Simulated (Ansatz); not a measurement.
# Mg3SiO: the cell at several levels of theory

An exercise on one series of results from a longer session: the logs are not shown, and one member is left open.

Program: Ansatz 0.2.0. PAW datasets, plane waves, zero pressure. The structure was generated, not taken from experiment, and needn't be the ground state; spin polarisation is off.

1 further run of the same task is left out (for a known fault of the program).

## Starting point

This is the cell as the run starts from it, not yet at rest; its lengths are not the crystal's.

Space group Pm-3m (No. 221), cubic; conventional cell a = 3.899 Å, 11.85 Å³ an atom. Around Si lie 12 Mg at 2.76 Å; around O lie 6 Mg at 1.95 Å; around Mg lie 2 O at 1.95 Å and 4 Si at 2.76 Å.

Coordinates:

```xyz
5
Lattice="3.8990 0.0000 0.0000 0.0000 3.8990 0.0000 0.0000 0.0000 3.8990" Properties=species:S:1:pos:R:3 pbc="T T T"
Si    0.0000    0.0000    0.0000
O     1.9495    1.9495    1.9495
Mg    1.9495    1.9495    0.0000
Mg    1.9495    0.0000    1.9495
Mg    0.0000    1.9495    1.9495
```

The first run:

Contents of input.yaml:

```yaml
crystal:
  lattice:
    - [3.89897514, 0.0, 0.0]
    - [0.0, 3.89897514, 0.0]
    - [0.0, 0.0, 3.89897514]
  atoms:
    - { symbol: Si, position: [0.0, 0.0, 0.0] }
    - { symbol: O, position: [0.5, 0.5, 0.5] }
    - { symbol: Mg, position: [0.5, 0.5, 0.0] }
    - { symbol: Mg, position: [0.5, 0.0, 0.5] }
    - { symbol: Mg, position: [0.0, 0.5, 0.5] }
kpoints:
  mp_grid: { grid: [6, 6, 6] }
hamiltonian:
  xc: pbe
scf:
  occupations: { method: fermi_dirac, width: 0.02 }
relax:
  f_tol: 0.005
  cell: {}
```

Run with:

```bash
$ ansatz run input.yaml --threads 2 --pin off --max-ram 20275MiB --backend cpu --events-out ev --progress --plain --runs-dir out
```

Among the steps run: Relaxing with PBE; r2SCAN: cell and atoms; Relaxing with PBEsol; LDA: cell and atoms.

One table of the session follows, with a row left open; its other results are not shown here.

```
 level  a (Å)  volume (Å³/atom)
   PBE      ?                 ?
r2SCAN  4.184            14.645
PBEsol  4.189            14.700
   LDA  4.138            14.171
```

Estimate the missing values for PBE.

**Answer.** a (Å): 4.221; volume (Å³/atom): 15.037. In the column «a (Å)» it is the highest.

The first relaxation changed the volume by +26.8 % from the start. The volume runs from LDA (least) to PBE (most), a spread of 6.1 %, or 2.0 % in length if all axes shared it alike.
